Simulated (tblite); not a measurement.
# C7H18BN: the cost of one run

The runs use tblite 0.8.0 and PySCF 2.14.0, with density-fitted response routines of our own; the level of theory stands in each step. All values are computed, except where a source is named. Atoms are numbered from 0 throughout.

## 1. The molecule as given

27 atoms, charge 0, multiplicity 1; geometry from: force field or distance geometry start.

Bonds of the start (Å): B0–N1 1.55, N1–C2 1.47, N1–C3 1.48, C3–C4 1.52, C4–C5 1.53, C4–C6 1.56, C6–C7 1.54, C4–C8 1.53, C8–N1 1.48, B0–H9 1.20, B0–H10 1.20, B0–H11 1.19, C2–H12 1.10, C2–H13 1.11, C2–H14 1.13, C3–H15 1.11, C3–H16 1.13, C5–H17 1.11, C5–H18 1.11, C5–H19 1.12, C6–H20 1.11, C6–H21 1.11, C7–H22 1.12, C7–H23 1.11, C7–H24 1.11, C8–H25 1.13, C8–H26 1.12.

## 2. Geometry optimisation with GFN2-xTB

What the job is given:

```
{"job": {"kind": "relax", "xc": "GFN2-xTB", "basis": "xTB"}, "charge": 0, "multiplicity": 1}
B     -2.591700    -0.215700     0.748100
N     -1.411900    -0.297800    -0.260900
C     -1.774600    -0.967700    -1.514000
C     -0.171800    -0.850600     0.332800
C      0.600500     0.451800     0.153800
C      0.970000     1.155000     1.462600
C      1.755900     0.375100    -0.887000
C      2.977100    -0.390900    -0.357700
C     -0.700400     0.979100    -0.460900
H     -2.997800    -1.308500     1.018000
H     -3.495400     0.411500     0.262700
H     -2.271300     0.321300     1.763100
H     -0.928200    -1.020000    -2.210600
H     -2.129900    -2.002900    -1.326700
H     -2.602000    -0.391600    -2.020900
H      0.250000    -1.706500    -0.230500
H     -0.271600    -1.141900     1.417900
H      1.398600     2.154000     1.253300
H      0.085600     1.283800     2.126100
H      1.727900     0.557300     2.030100
H      2.069200     1.407800    -1.153600
H      1.401600    -0.122600    -1.812200
H      3.468900     0.170900     0.473900
H      3.702300    -0.525000    -1.183400
H      2.677600    -1.398300     0.002800
H     -1.152300     1.833900     0.115000
H     -0.606100     1.265000    -1.536800
```

Command:

```sh
$ OMP_NUM_THREADS=1 python probes_run.py task.json out
```

One launch serves the whole session: the jobs run in the order shown.

**Question.** How long does this first job take on 1 thread of Intel Xeon at 2.50GHz, shared host, and how much memory does it need?

About 1.7 s, with a peak of 0.18 GiB.
